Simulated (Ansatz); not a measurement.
# CH₃Cl₂ISi: a ladder of functionals and wavefunction methods

One table from this session's results is given with a row withheld; the runs are named, their logs left out.

Method: functionals in def2-TZVPP, the program's frozen cores in correlated methods; program: Ansatz 0.2.0, Gaussian basis.

The runs, in order: LDA (SPW92), PBE-D4, revPBE-D4, BLYP-D4, r2SCAN-D4, B97M-V, PBE0-D4, B3LYP-D4, r2SCANh-D4, r2SCAN0-D4, HSE06-D4, BHLYP-D4, CAM-B3LYP-D4, LC-ωPBE, ωB97X-V, ωB97M-V, B2PLYP, PBE-QIDH; CCSD(T)/def2-SVP; CCSD(T)/def2-TZVPP; MP2/def2-QZVPP; extrapolation to the limit; RPA on PBE.

## The geometry

The geometry comes from an earlier relaxation with PBE0-D4 in a triple-zeta def2 set; it is a stationary point, not always the lowest conformer. I takes the def2 core potential; no spin-orbit term is included.

SMILES `ClC[SiH](Cl)I`, 8 atoms, charge 0, spin multiplicity 1.

Atoms are counted from 1 here; the program's logs count them from 0.

Bond lengths: Cl1–C2 1.779 Å, C2–Si3 1.872 Å, C2–H6 1.091 Å, C2–H7 1.090 Å, Si3–Cl4 2.049 Å, Si3–I5 2.423 Å, Si3–H8 1.476 Å. Angles: Cl1–C2–Si3 109.0°, Cl1–C2–H6 108.2°, Cl1–C2–H7 108.6°, Si3–C2–H6 110.2°, Si3–C2–H7 111.8°, H6–C2–H7 109.0°, C2–Si3–Cl4 107.3°, C2–Si3–I5 110.2°, C2–Si3–H8 111.3°, Cl4–Si3–I5 110.3°, Cl4–Si3–H8 108.8°, I5–Si3–H8 109.0°.

Set-up of the first run:

Contents of in.yaml:

```yaml
crystal:
  periodic: [false, false, false]
  atoms:
    - {symbol: Cl, position_ang: [1.438526, 0.637864, 1.648730]}
    - {symbol: C, position_ang: [0.808751, -0.480030, 0.416362]}
    - {symbol: Si, position_ang: [-0.761649, 0.234975, -0.310665]}
    - {symbol: Cl, position_ang: [-1.567774, -1.190621, -1.542847]}
    - {symbol: I, position_ang: [-0.260342, 2.245357, -1.566637]}
    - {symbol: H, position_ang: [0.599777, -1.436583, 0.898482]}
    - {symbol: H, position_ang: [1.575960, -0.626859, -0.343626]}
    - {symbol: H, position_ang: [-1.741049, 0.558697, 0.744502]}
basis:
  gaussian: {orbitals: def2-TZVPP}
hamiltonian: {xc: lda}
output: {orbitals: {seedname: orbitals}}
```

Among the steps run: LDA; PBE-D4 (GGA); revPBE-D4 (GGA); BLYP-D4 (GGA); r2SCAN-D4 (meta-GGA); B97M-V (meta-GGA); PBE0-D4 (hybrid); B3LYP-D4 (hybrid); r2SCANh-D4 (hybrid); r2SCAN0-D4 (hybrid); HSE06-D4 (hybrid); BHLYP-D4 (hybrid); CAM-B3LYP-D4 (range-separated); LC-ωPBE (range-separated); ωB97X-V (range-separated); ωB97M-V (range-separated); B2PLYP (double hybrid); PBE-QIDH (double hybrid).

One of the session's tables, all rows but one given; the rest of the session is left out.

It belongs to the step «Frontier levels by functional». 

| functional | HOMO (eV) | gap (eV) |
| --- | --- | --- |
| LDA (SPW92) | -6.90 | 5.04 |
| PBE-D4 | -6.75 | 5.13 |
| revPBE-D4 | -6.70 | 5.18 |
| BLYP-D4 | -6.57 | 5.07 |
| r2SCAN-D4 | -7.07 | 5.74 |
| B97M-V | -7.08 | 5.77 |
| PBE0-D4 | -7.93 | 7.16 |
| B3LYP-D4 | -7.67 | 6.68 |
| r2SCANh-D4 | -7.50 | 6.46 |
| r2SCAN0-D4 | -8.13 | 7.53 |
| HSE06-D4 | -7.54 | 6.39 |
| BHLYP-D4 | ? | ? |
| CAM-B3LYP-D4 | -9.18 | 9.44 |
| LC-ωPBE | -10.54 | 11.95 |
| ωB97X-V | -10.20 | 11.51 |
| ωB97M-V | -10.06 | 11.15 |

Estimate the missing values for BHLYP-D4.

Worked estimate for «HOMO (eV)». Against the share of exact exchange, BLYP-D4 (0, -6.57), B3LYP-D4 (0.2, -7.67) give a slope of -5.50 per unit share; at 0.5 the line stands at -9.32.

**Answer.** HOMO (eV): -8.92; gap (eV): 9.09. In «HOMO (eV)» the line misses by -0.40.
